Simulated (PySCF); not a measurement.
# C₃H₁₁NO₂Si: magnetic properties

What do calculations give for the magnetic properties of C₃H₁₁NO₂Si (`CC(C)[Si](N)(O)O`)?

Computed with PySCF 2.14.0 and routines of our own; the level stands in each step. Atoms count from 0.

## 1. The starting structure

18 atoms, charge 0, multiplicity 1; geometry from: GFN2-xTB.

## 2. Magnetic properties: GIAO B3LYP/pcSseg-1

Job settings and geometry (Å):

```
{"job": {"kind": "mag", "xc": "B3LYP", "basis": "pcSseg-1", "isotopologues": 2}, "charge": 0, "multiplicity": 1}
C     -0.598331     1.226125     1.201669
C     -0.640740     0.504467    -0.144585
C     -1.907558    -0.346057    -0.234483
Si     0.928261    -0.543174    -0.439323
N      2.262945     0.552212    -0.476058
O      0.817745    -1.429227    -1.805252
O      1.169786    -1.641319     0.749402
H     -0.593581     0.506414     2.018261
H      0.294484     1.841085     1.280160
H     -1.471248     1.866640     1.323092
H     -0.706028     1.270079    -0.923517
H     -2.794389     0.263620    -0.063176
H     -1.993767    -0.804593    -1.216990
H     -1.889617    -1.136980     0.513257
H      3.181239     0.144299    -0.558182
H      2.197871     1.339219    -1.099781
H      0.394245    -2.282660    -1.767057
H      1.339923    -1.323831     1.630907
```

Method: GIAO B3LYP/pcSseg-1 magnetisability, rotational g tensor and spin-rotation constants, non-relativistic, gas phase.

The run is started by

```bash
OMP_NUM_THREADS=1 python excited_run.py task.json out
```

One launch serves the whole session: the jobs run in the order shown.

Standard output:

```text
coarse grid: 14936 points
cycle   1  E = -615.4364271116  dE =  7.739e-01  |g| = 1.172e+00  |ddm| = 3.696e+00
cycle   2  E = -615.1467227339  dE =  2.897e-01  |g| = 1.715e+00  |ddm| = 2.112e+00
cycle   3  E = -615.6868246767  dE = -5.401e-01  |g| = 1.317e-01  |ddm| = 1.435e+00
cycle   4  E = -615.6897373062  dE = -2.913e-03  |g| = 5.961e-02  |ddm| = 1.434e-01
cycle   5  E = -615.6905138352  dE = -7.765e-04  |g| = 8.586e-03  |ddm| = 4.627e-02
cycle   6  E = -615.6905260371  dE = -1.220e-05  |g| = 3.769e-03  |ddm| = 8.343e-03
cycle   7  E = -615.6905290734  dE = -3.036e-06  |g| = 6.703e-04  |ddm| = 3.041e-03
final grid: 138056 points
cycle   8  E = -615.7574623713  dE = -4.211e-05  |g| = 6.917e-03  |ddm| = 2.436e-02
cycle   9  E = -615.7574541500  dE =  8.221e-06  |g| = 9.084e-03  |ddm| = 1.252e-02
cycle  10  E = -615.7574737581  dE = -1.961e-05  |g| = 8.755e-04  |ddm| = 7.249e-03
cycle  11  E = -615.7574738891  dE = -1.310e-07  |g| = 2.498e-04  |ddm| = 7.902e-04
cycle  12  E = -615.7574738995  dE = -1.040e-08  |g| = 7.048e-05  |ddm| = 2.033e-04
cycle  13  E = -615.7574739004  dE = -8.808e-10  |g| = 1.404e-05  |ddm| = 6.756e-05
converged SCF energy = -615.7574739004

Magnetisability tensor (1e-30 J/T^2)
    -1408.90      -25.03       -0.60
      -25.03    -1399.08       -7.24
       -0.60       -7.24    -1411.54
isotropic -1406.51   principal values   -1430.86  -1410.99  -1377.67
isotropic susceptibility -84.702 1e-6 cm^3/mol

Inertial axes            a          b          c
rot. const./GHz      2.6633     1.7196     1.4566
chi total           -83.836    -86.015    -84.254
chi diamagnetic    -571.509   -824.450   -964.178
chi paramagnetic    487.672    738.434    879.923
quadrupole/D A       -2.198      1.241      0.957
g nuclear            0.6057     0.5938     0.5987
g electronic        -0.6102    -0.5965    -0.6021
g total             -0.0044    -0.0027    -0.0034

Spin-rotation constants (kHz, H = +C I.J)
atom  isotope        aa         bb         cc
  4    14N        0.097      0.074      0.054
  7     1H       -0.306     -0.202      0.036
  8     1H       -0.222     -0.013     -0.144
  9     1H        0.051     -0.192     -0.154
 10     1H       -0.274     -0.219      0.034
 11     1H        0.060     -0.192     -0.161
 12     1H       -0.228     -0.043     -0.122
 13     1H       -0.301     -0.189      0.030
 14     1H        0.000     -0.201     -0.173
 15     1H       -0.327     -0.204      0.003
 16     1H       -0.339     -0.023     -0.129
 17     1H       -0.328     -0.082     -0.101
  0    13C*       0.428      0.236      0.241
  1    13C*       0.423      0.274      0.210
  3   29Si*      -1.578     -1.066     -0.907
  5    17O*      -0.264     -0.154     -0.118
* in the singly substituted isotopologue

Isotopologues: g along a, b, c
2H    at 7,8,9,10,11,12    -0.0038    -0.0023    -0.0029
13C   at 0                 -0.0043    -0.0028    -0.0034
```

Run time: 26 s. Hardware: 1 thread of Arm Neoverse V2, shared host; peak memory 0.82 GiB.

Key values:

```csv
quantity,value
magnetisability,-1407·10⁻³⁰ J/T²
molar susceptibility,-84.7·10⁻⁶ cm³/mol
"rotational g (a, b, c)","-0.0044, -0.0027, -0.0034"
```

## 3. Magnetic properties: GIAO PBE/6-31G* in methanol

The job, as its differences from that of step 2:

```diff
@@ -1,2 +1,2 @@
-{"job": {"kind": "mag", "xc": "B3LYP", "basis": "pcSseg-1", "isotopologues": 2}, "charge": 0, "multiplicity": 1}
+{"job": {"kind": "mag", "xc": "PBE", "basis": "6-31G*", "solvent": "methanol"}, "charge": 0, "multiplicity": 1}
 C     -0.598331     1.226125     1.201669
```

Method: GIAO PBE/6-31G* magnetisability, non-relativistic, IEF-PCM methanol.

Standard output:

```text
coarse grid: 14936 points
cycle   1  E = -614.9578036904  dE =  7.471e-01  |g| = 1.249e+00  |ddm| = 3.730e+00
cycle   2  E = -614.3258484403  dE =  6.320e-01  |g| = 2.145e+00  |ddm| = 2.988e+00
cycle   3  E = -615.2694548889  dE = -9.436e-01  |g| = 1.949e-01  |ddm| = 2.104e+00
cycle   4  E = -615.2766547146  dE = -7.200e-03  |g| = 8.167e-02  |ddm| = 2.532e-01
cycle   5  E = -615.2781665910  dE = -1.512e-03  |g| = 1.632e-02  |ddm| = 7.623e-02
cycle   6  E = -615.2782203434  dE = -5.375e-05  |g| = 6.664e-03  |ddm| = 1.974e-02
cycle   7  E = -615.2782302408  dE = -9.897e-06  |g| = 1.337e-03  |ddm| = 6.336e-03
final grid: 138056 points
cycle   8  E = -615.1827602396  dE = -1.150e-05  |g| = 1.717e-02  |ddm| = 3.270e-02
cycle   9  E = -615.1826167230  dE =  1.435e-04  |g| = 3.025e-02  |ddm| = 4.287e-02
cycle  10  E = -615.1828303635  dE = -2.136e-04  |g| = 2.728e-03  |ddm| = 2.764e-02
cycle  11  E = -615.1828319061  dE = -1.543e-06  |g| = 2.761e-04  |ddm| = 2.321e-03
cycle  12  E = -615.1828319233  dE = -1.716e-08  |g| = 7.727e-05  |ddm| = 3.404e-04
cycle  13  E = -615.1828319246  dE = -1.297e-09  |g| = 2.562e-05  |ddm| = 8.960e-05
cycle  14  E = -615.1828319247  dE = -1.498e-10  |g| = 6.632e-06  |ddm| = 2.926e-05
converged SCF energy = -615.1828319247

Magnetisability tensor (1e-30 J/T^2)
    -1395.75      -22.21        2.63
      -22.21    -1380.99       -4.95
        2.63       -4.95    -1391.74
isotropic -1389.49   principal values   -1411.80  -1392.81  -1363.86
isotropic susceptibility -83.677 1e-6 cm^3/mol

Inertial axes            a          b          c
rot. const./GHz      2.6633     1.7196     1.4566
chi total           -83.141    -84.660    -83.231
chi diamagnetic    -567.946   -821.363   -961.031
chi paramagnetic    484.805    736.703    877.800
quadrupole/D A       -2.704      1.545      1.159
```

Run time: 15 s. Hardware: 1 thread of Arm Neoverse V2, shared host; peak memory 0.54 GiB.

From this job:

```csv
quantity,value
magnetisability,-1389·10⁻³⁰ J/T²
molar susceptibility,-83.7·10⁻⁶ cm³/mol
```

## 4. What came out

| quantity | value |
| --- | --- |
| magnetisability (step 2, GIAO B3LYP/pcSseg-1) | -1407·10⁻³⁰ J/T² |
| molar susceptibility (step 2, GIAO B3LYP/pcSseg-1) | -84.7·10⁻⁶ cm³/mol |
| rotational g (a, b, c) (step 2, GIAO B3LYP/pcSseg-1) | -0.0044, -0.0027, -0.0034 |

What this shows: The values above hold for this geometry and these levels alone. Vibrational averaging and real surroundings are missing from these values.
